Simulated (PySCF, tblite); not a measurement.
# C3H12O3SSi2: geometry, infrared bands and NMR shifts

What infrared bands and NMR shifts should C3H12O3SSi2 (`CO[Si@@H](C)O[Si@@H](O)SC`) show?

Computed with tblite 0.8.0 and PySCF 2.14.0, with density-fitted response routines of our own, on a single molecule in the gas phase. Atoms count from 0, in the outputs and in this text.

### Step 1. Starting geometry

21 atoms, charge 0, multiplicity 1; geometry from: force field or distance geometry start.

Bonds of the start (Å): C0–O1 1.38, O1–Si2 1.74, Si2–C3 1.85, Si2–O4 1.72, O4–Si5 1.71, Si5–O6 1.72, Si5–S7 2.14, S7–C8 1.80, C0–H9 1.11, C0–H10 1.09, C0–H11 1.10, Si2–H12 1.45, C3–H13 1.12, C3–H14 1.10, C3–H15 1.13, Si5–H16 1.48, O6–H17 1.00, C8–H18 1.11, C8–H19 1.09, C8–H20 1.12.

### Step 2. Relaxing the molecule with GFN2-xTB

Job settings and geometry (Å):

```
{"job": {"kind": "relax", "xc": "GFN2-xTB", "basis": "xTB"}, "charge": 0, "multiplicity": 1}
C     -3.021000     0.153900    -1.171200
O     -2.215700    -0.881400    -0.734600
Si    -1.049000    -0.197600     0.358600
C     -1.973500     0.268500     1.892500
O      0.013000    -1.480300     0.778000
Si     1.605200    -1.167900     0.240100
O      1.771300    -1.872900    -1.323000
S      1.974800     0.940400     0.136900
C      3.745800     1.266500     0.103700
H     -3.975900     0.072200    -0.604000
H     -2.502300     1.107500    -1.029100
H     -3.246000    -0.000300    -2.239900
H     -0.329900     0.916500    -0.236500
H     -1.262100     0.733000     2.616600
H     -2.873400     0.875400     1.710500
H     -2.319600    -0.680300     2.408400
H      2.540300    -1.793200     1.207400
H      0.892200    -2.280700    -1.571400
H      3.929300     1.992300    -0.719100
H      4.281200     0.322600    -0.037600
H      4.006400     1.722700     1.095100
```

The run is started by

```sh
$ OMP_NUM_THREADS=1 python probes_run.py task.json out
```

The driver reads the jobs from task.json and runs them one after another.

**Question.** This job is followed by: GFN2-xTB harmonic vibrations, gas phase; GIAO PBE0/pcSseg-1 NMR shielding, non-relativistic, gas phase. Predict these results of the whole session: strongest single infrared mode (GFN2-xTB); zero-point energy (GFN2-xTB); 13C shifts against TMS (PBE0/pcSseg-1); 1H shifts against TMS (PBE0/pcSseg-1, means over atoms taken as alike); 17O shifts against H2O (PBE0/pcSseg-1); 29Si shifts against TMS (PBE0/pcSseg-1); 33S shifts against CS2 (PBE0/pcSseg-1).

The runs gave:

| quantity | value |
| --- | --- |
| strongest single infrared mode (GFN2-xTB) | 1093 cm⁻¹, 955 km/mol |
| zero-point energy (GFN2-xTB) | 95.7 kcal/mol |
| 13C shifts against TMS (PBE0/pcSseg-1) | 50.3, 11.6, 0.1 ppm |
| 1H shifts against TMS (PBE0/pcSseg-1, means over atoms taken as alike) | 5.47, 5.01, 3.75, 2.24, 2.16, 0.20 ppm |
| 17O shifts against H2O (PBE0/pcSseg-1) | 97.1, 56.4, 26.6 ppm |
| 29Si shifts against TMS (PBE0/pcSseg-1) | -21.1, -30.8 ppm |
| 33S shifts against CS2 (PBE0/pcSseg-1) | -150 ppm |

What this shows: Relaxing lowered the energy by 1.572 eV in 296 steps; the close pair that moved most is O1–Si2, from 1.739 to 1.621 Å. All 57 modes are real, so the xTB geometry is a minimum. The strongest single mode, at 1093 cm⁻¹, moves mainly O4. Unscaled tight-binding wavenumbers are off by several per cent, some by more. Its intensities can rank the bands wrongly. The most deshielded carbon is C0 (methyl carbon bonded to O), at 50.3 ppm: deshielded by the electronegative neighbour. At PBE0/pcSseg-1: The largest span, 183 ppm, is at S7, where the paramagnetic term is -410 ppm.
